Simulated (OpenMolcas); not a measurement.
**Pd⁷⁺: CASSCF and CASPT2 terms and fine-structure levels**

Which level of Pd⁷⁺ lies lowest, and where do the others fall? The reference wave functions come first, then spin-orbit coupling, then second-order correlation under several settings.

Method: state-averaged CASSCF and CASPT2, spin-orbit coupling by RASSI with atomic mean-field integrals. Code: OpenMolcas 26.06.

## Step 1: The atom as given

| Quantity | Value |
| --- | --- |
| Species | Pd⁷⁺ (palladium, Z = 46, 39 electrons) |
| Basis | ANO-RCC-VDZP [6s5p3d1f], 43 functions |
| Scalar Hamiltonian | DKH2, point nucleus |
| Inactive shells | 1s 2s 2p 3s 3p 3d 4s 4p |
| Active space | 3 electrons in 5 orbitals (4d) |
| Some configurations of this space | 4d³ |
| Orbitals | optimised for each spin and parity, averaged over all roots |

Outer shells as boxes (Hund's rule):

4d3
```
4d [↑ ][↑ ][↑ ][  ][  ]
```

The work runs as a chain of OpenMolcas steps in one folder; each step below is one input file. Labels, J, g values, rates, χT and fits are worked out afterwards by a script from the matrices that RASSI stores.

## Step 2: Basis and integrals

a.inp reads:

```
&GATEWAY
Coord
1

Pd 0.0 0.0 0.0
Basis=ANO-RCC-VDZP
Group=XYZ
NoMove
AngMom=0.0 0.0 0.0
AMFI
&SEWARD
```

The run is started by

```
> OMP_NUM_THREADS=1 MOLCAS_MEM=1689 MOLCAS_PROJECT=a pymolcas a.inp > a.log
```

## Step 3: Reference wave functions, quartets of even parity, 10 roots

a.inp reads:

```
&RASSCF
FileOrb=start.orb
Symmetry=1
Spin=4
nActEl=3 0 0
Inactive=9 9
Ras2=5 0
CIRoot=10 10 1
SDav=10
CIMx=300
Iter=120 100
PrWF=0.3
OrbListing=Nothing
MaxOrb=0
Atom
>>> COPY $Project.JobIph JOB001
```

start.orb holds the contracted functions of the basis, ordered by shell, or the orbitals of the step before.

## Step 4: CASSCF: doublets of even parity, 40 roots

a.inp reads:

```
&RASSCF
FileOrb=start.orb
Symmetry=1
Spin=2
nActEl=3 0 0
Inactive=9 9
Ras2=5 0
CIRoot=40 40 1
SDav=40
CIMx=300
Iter=120 100
PrWF=0.3
OrbListing=Nothing
MaxOrb=0
Atom
>>> COPY $Project.JobIph JOB002
```

## Step 5: RASSI: spin-orbit coupling between the states

a.inp reads:

```
&RASSI
NrOfJobIphs=2 10 40
1 2 3 4 5 6 7 8 9 10
1 2 3 4 5 6 7 8 9 10 11 12 13 14 15 16 17 18 19 20 21 22 23 24 25 26 27
28 29 30 31 32 33 34 35 36 37 38 39 40
IphNames
JOB001
JOB002
EJob
SpinOrbit
DIPRint=1.0
SOCoupling=1000.0
Subsets=2
MEES
Property=10
'ANGMOM' 1 'ANGMOM' 2 'ANGMOM' 3 'MLTPL  1' 1 'MLTPL  1' 2 'MLTPL  1' 3
'AMFI' 1 'AMFI' 2 'AMFI' 3 'MLTPL  2' 6
SOProperty=3
'ANGMOM' 1 'ANGMOM' 2 'ANGMOM' 3
```

## Step 6: CASPT2: IPEA 0.25, imaginary shift 0.1 (closed shells correlated: 4s 4p)

a.inp reads:

```
>>> COPY JOB001 $Project.JobIph
&CASPT2
Multistate=10 1 2 3 4 5 6 7 8 9 10
Frozen=8 6
IPEA=0.25
Imaginary=0.1
MaxIter=60
WThr=0.0 0.3 0.05
PrWF=0.5
NoMix
>>> COPY JOB002 $Project.JobIph
&CASPT2
Multistate=40 1 2 3 4 5 6 7 8 9 10 11 12 13 14 15 16 17 18 19 20 21 22
23 24 25 26 27 28 29 30 31 32 33 34 35 36 37 38 39 40
Frozen=8 6
IPEA=0.25
Imaginary=0.1
MaxIter=60
WThr=0.0 0.3 0.05
PrWF=0.5
NoMix
```

## Step 7: CASPT2: IPEA 0, imaginary shift 0.1 (closed shells correlated: 4s 4p), extended multistate

a.inp reads:

```
>>> COPY JOB001 $Project.JobIph
&CASPT2
XMultistate=10 1 2 3 4 5 6 7 8 9 10
Frozen=8 6
IPEA=0.0
Imaginary=0.1
MaxIter=60
WThr=0.0 0.3 0.05
PrWF=0.5
NoMix
>>> COPY JOB002 $Project.JobIph
&CASPT2
XMultistate=40 1 2 3 4 5 6 7 8 9 10 11 12 13 14 15 16 17 18 19 20 21 22
23 24 25 26 27 28 29 30 31 32 33 34 35 36 37 38 39 40
Frozen=8 6
IPEA=0.0
Imaginary=0.1
MaxIter=60
WThr=0.0 0.3 0.05
PrWF=0.5
NoMix
```

(Steps that only read results are left out.)

Before running it: what results should come out? Wanted: lowest level; first excited level; lowest level of another term; spin-orbit lowering of the lowest level; strongest of the lines computed, by gA.

**Answer**, as computed:

```
                                                                                   quantity                                                                        value
                                                                                     method  SS-CASPT2, IPEA 0.25, imaginary shift 0.1 (closed shells correlated: 4s 4p)
                                                                               lowest level                                     4d³ ⁴F_3/2, 97 % of that term, g = 0.412
                                                                ground level listed by NIST                                                                        4F3/2
                                                                        first excited level                                                      4d³ ⁴F_5/2 at 2300 cm⁻¹
                                                               lowest level of another term                                                     4d³ ⁴P_3/2 at 16900 cm⁻¹
                                                    spin-orbit lowering of the lowest level                                                                    5234 cm⁻¹
strongest of the lines computed, by gA (one parity, so forbidden lines), at CASSCF energies                       4d³ ²D_3/2(2) → 4d³ ²G_7/2, 201.8 nm, A = 2.64e+01 s⁻¹
```

Cost and accuracy by method:

| method | time of its own steps | time with the reference | mean absolute difference from method B (cm-1) |
| --- | --- | --- | --- |
| A. CASSCF | 8.3 s | 8.3 s | 2200 |
| B. SS-CASPT2, IPEA 0.25, imaginary shift 0.1, +4s 4p | 4.2 s | 12 s | 0 |
| C. XMS-CASPT2, IPEA 0, imaginary shift 0.1, +4s 4p | 3.8 s | 12 s | 230 |

Times are of one thread on a shared host.

In words: The multiplet ⁴F is regular; its intervals divided by the larger J differ by 40 % of their mean, where Landé's rule for pure LS coupling makes them equal. Second-order correlation (method B) scales the levels of the lowest configuration above 5000 cm⁻¹ by 0.88 to 1.00. Only the configurations of the active space and the roots asked for are present. CASPT2 does not keep the components of a term degenerate, and the means are used. The basis is small and contracted for the neutral atom, so it is rough for this charge. Levels of other configurations are missing from the list.
